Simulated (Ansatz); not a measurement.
**CH5FOSi: taking an electron away**

One table from this session's results is given with a row withheld; the runs are named, their logs left out.

Program: Ansatz 0.2.0, Gaussian basis. Level of theory: unrestricted cation, the program's frozen cores in correlated methods. These are calculated values, not measurements.

Levels to be run: UKS PBE-D4/def2-TZVPP; UKS r2SCAN-D4/def2-TZVPP; UKS PBE0-D4/def2-TZVPP; UKS B3LYP-D4/def2-TZVPP; UKS wB97X-V/def2-TZVPP; UKS wB97M-V/def2-TZVPP; then −ε(HOMO) from the neutral's earlier runs with LDA (SPW92), PBE-D4, revPBE-D4, BLYP-D4, r2SCAN-D4, B97M-V, PBE0-D4, B3LYP-D4, r2SCANh-D4, r2SCAN0-D4, HSE06-D4, BHLYP-D4, CAM-B3LYP-D4, LC-ωPBE, ωB97X-V, ωB97M-V.

## The relaxed structure

The geometry comes from an earlier relaxation with PBE0-D4 in a triple-zeta def2 set; it is a stationary point, not always the lowest conformer.

SMILES `C[SiH](O)F`, 9 atoms, charge 0, spin multiplicity 1.

Atoms are counted from 1 here; the program's logs count them from 0.

Bond lengths: C1–Si2 1.851 Å, C1–H5 1.093 Å, C1–H6 1.093 Å, C1–H7 1.093 Å, Si2–O3 1.634 Å, Si2–F4 1.601 Å, Si2–H8 1.477 Å, O3–H9 0.958 Å. Angles: Si2–C1–H5 110.5°, Si2–C1–H6 110.6°, Si2–C1–H7 111.4°, H5–C1–H6 108.2°, H5–C1–H7 107.7°, H6–C1–H7 108.2°, C1–Si2–O3 113.2°, C1–Si2–F4 107.2°, C1–Si2–H8 113.7°, O3–Si2–F4 109.7°, O3–Si2–H8 105.3°, F4–Si2–H8 107.6°, Si2–O3–H9 119.0°.

Set-up of the first run:

Input file in.yaml:

```yaml
crystal:
  periodic: [false, false, false]
  atoms:
    - {symbol: C, position_ang: [-1.059181, 0.382684, 0.202145]}
    - {symbol: Si, position_ang: [0.598658, -0.059391, -0.491686]}
    - {symbol: O, position_ang: [1.699823, -0.425999, 0.658760]}
    - {symbol: F, position_ang: [0.386085, -1.319198, -1.457197]}
    - {symbol: H, position_ang: [-1.759283, 0.624188, -0.601488]}
    - {symbol: H, position_ang: [-0.982086, 1.251651, 0.860097]}
    - {symbol: H, position_ang: [-1.483979, -0.444987, 0.776749]}
    - {symbol: H, position_ang: [1.213980, 1.018011, -1.292552]}
    - {symbol: H, position_ang: [1.474582, -1.073057, 1.328174]}
basis:
  gaussian: {orbitals: def2-TZVPP}
total_charge: 1
magnetization: {spin_polarized: true, initial_magnetization: 1}
hamiltonian: {xc: pbe, dispersion: d4}
```

Launch:

```bash
> ansatz run in.yaml --threads 2 --pin off --events-out ev --progress --plain --max-ram 32768MiB --backend cpu
```

Steps of the session up to this table: Cation, UKS PBE-D4/def2-TZVPP; Cation, UKS r2SCAN-D4/def2-TZVPP; Cation, UKS PBE0-D4/def2-TZVPP; Cation, UKS B3LYP-D4/def2-TZVPP; Cation, UKS wB97X-V/def2-TZVPP; Cation, UKS wB97M-V/def2-TZVPP.

One table of the session follows, with a row left open; its other results are not shown here.

For comparison, −ε(HOMO) of the neutral from earlier runs:

| functional | −ε(HOMO) (eV) |
| --- | --- |
| LDA (SPW92) | 7.54 |
| PBE-D4 | 7.43 |
| revPBE-D4 | 7.38 |
| BLYP-D4 | 7.35 |
| r2SCAN-D4 | 7.77 |
| B97M-V | 7.87 |
| PBE0-D4 | 8.90 |
| B3LYP-D4 | 8.69 |
| r2SCANh-D4 | 8.32 |
| r2SCAN0-D4 | 9.13 |
| HSE06-D4 | 8.49 |
| BHLYP-D4 | 10.30 |
| CAM-B3LYP-D4 | 10.34 |
| LC-ωPBE | 11.69 |
| ωB97X-V | ? |
| ωB97M-V | 11.18 |

Q: Estimate the row for ωB97X-V from the others.

**Answer.** −ε(HOMO) (eV): 11.34. In the column «−ε(HOMO) (eV)» it lies between ωB97M-V (11.18) and LC-ωPBE (11.69).
